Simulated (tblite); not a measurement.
# Si2GeN4H11−: geometry, infrared bands and NMR shifts

The runs use tblite 0.8.0 and PySCF 2.14.0, with density-fitted response routines of our own; the level of theory stands in each step. All values are computed, except where a source is named. Atoms count from 0, in the outputs and in this text.

## (1) The starting structure

18 atoms, charge -1, multiplicity 1; geometry from: force field or distance geometry start.

Bonds of the start (Å): N0–Si1 1.78, Si1–N2 1.80, Si1–N3 1.80, N3–Si4 1.78, Si1–N5 1.77, N5–Ge6 1.85, N0–H7 1.04, N0–H8 1.05, N2–H9 1.03, N2–H10 1.06, Si4–H11 1.47, Si4–H12 1.46, Si4–H13 1.48, N5–H14 1.04, Ge6–H15 1.56, Ge6–H16 1.56, Ge6–H17 1.55.

## (2) Relaxing the molecule with GFN2-xTB

What the job is given:

```
{"job": {"kind": "relax", "xc": "GFN2-xTB", "basis": "xTB"}, "charge": -1, "multiplicity": 1}
N      1.069500     0.013800    -1.836500
Si    -0.088700    -0.397900    -0.545300
N     -0.579400    -2.103300    -0.851700
N      0.721200    -0.427100     1.059100
Si     2.212800     0.548900     1.044000
N     -1.566200     0.569400    -0.540500
Ge    -2.433300     0.648200     1.087100
H      1.413200     0.984600    -1.695300
H      1.848200    -0.687900    -1.918500
H      0.233500    -2.729600    -0.853000
H     -1.090500    -2.148900    -1.774500
H      1.979000     1.730100     0.207700
H      2.607700     0.981200     2.386800
H      3.277700    -0.324300     0.508800
H     -1.492300     1.482400    -1.026900
H     -3.024000     2.059400     1.405400
H     -3.557800    -0.435200     1.042000
H     -1.539300     0.242600     2.289600
```

Launch:

```
> OMP_NUM_THREADS=1 python probes_run.py task.json out
```

One launch serves the whole session: the jobs run in the order shown.

Q: Estimate the wall time and peak memory of this first job on 1 thread of Intel Xeon, shared host.

About 3.6 s, with a peak of 0.18 GiB.
